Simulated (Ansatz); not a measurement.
**CH₄O₃W: small, medium and large basis sets**

An exercise on one series of results from a longer session: the logs are not shown, and one member is left open.

Method: one geometry, several basis sets; program: Ansatz 0.2.0, Gaussian basis.

The runs, in order: PBE0-D4/def2-SVP; ωB97M-V/def2-SVP; PBE0-D4/def2-QZVPP; ωB97M-V/def2-QZVPP; the functionals' def2-TZVPP values are taken from earlier runs.

## The relaxed structure

The geometry comes from an earlier relaxation with PBE0-D4 in a triple-zeta def2 set; it is a stationary point, not always the lowest conformer. W takes the def2 core potential; no spin-orbit term is included.

SMILES `[CH3][W](=[O])(=[O])[OH]`, 9 atoms, charge 0, spin multiplicity 1.

Atoms are counted from 1 here; the program's logs count them from 0.

Bond lengths: C1–W2 2.109 Å, C1–H6 1.092 Å, C1–H7 1.094 Å, C1–H8 1.094 Å, W2–O3 1.703 Å, W2–O4 1.704 Å, W2–O5 1.880 Å, O5–H9 0.959 Å. Angles: W2–C1–H6 110.4°, W2–C1–H7 110.0°, W2–C1–H8 109.6°, H6–C1–H7 108.7°, H6–C1–H8 108.6°, H7–C1–H8 109.5°, C1–W2–O3 105.3°, C1–W2–O4 105.1°, C1–W2–O5 109.2°, O3–W2–O4 109.8°, O3–W2–O5 114.2°, O4–W2–O5 112.5°, W2–O5–H9 128.0°.

Set-up of the first run:

File in.yaml:

```yaml
crystal:
  periodic: [false, false, false]
  atoms:
    - {symbol: C, position_ang: [-0.922942, -0.840548, -0.546751]}
    - {symbol: W, position_ang: [0.777159, 0.208584, 0.130434]}
    - {symbol: O, position_ang: [1.437722, -0.755624, 1.369261]}
    - {symbol: O, position_ang: [1.839131, 0.243480, -1.202237]}
    - {symbol: O, position_ang: [0.261173, 1.929508, 0.684063]}
    - {symbol: H, position_ang: [-0.640282, -1.834903, -0.899320]}
    - {symbol: H, position_ang: [-1.644507, -0.949985, 0.267675]}
    - {symbol: H, position_ang: [-1.386099, -0.295410, -1.374063]}
    - {symbol: H, position_ang: [0.278645, 2.294908, 1.570938]}
basis:
  gaussian: {orbitals: def2-SVP}
hamiltonian: {xc: pbe0, dispersion: d4}
output: {orbitals: {seedname: orbitals}}
```

Launch:

```console
ansatz run in.yaml --threads 4 --pin off --events-out ev --progress --plain --max-ram 10444MiB
```

Among the steps run: PBE0-D4 in def2-SVP; ωB97M-V in def2-SVP; PBE0-D4 in def2-QZVPP; ωB97M-V in def2-QZVPP.

One of the session's tables, all rows but one given; the rest of the session is left out.

| functional | basis | HOMO (eV) | LUMO (eV) |
| --- | --- | --- | --- |
| PBE0-D4 | def2-SVP | -8.81 | -1.83 |
| PBE0-D4 | def2-TZVPP | -8.84 | -1.88 |
| PBE0-D4 | def2-QZVPP | -8.87 | -1.91 |
| ωB97M-V | def2-SVP | ? | ? |
| ωB97M-V | def2-TZVPP | -11.23 | 0.26 |
| ωB97M-V | def2-QZVPP | -11.26 | 0.20 |

Estimate the missing values for ωB97M-V, def2-SVP.

The run gave: HOMO (eV): -11.20; LUMO (eV): 0.31. In the column «HOMO (eV)» it lies between ωB97M-V, def2-TZVPP (-11.23) and PBE0-D4, def2-QZVPP (-8.87).
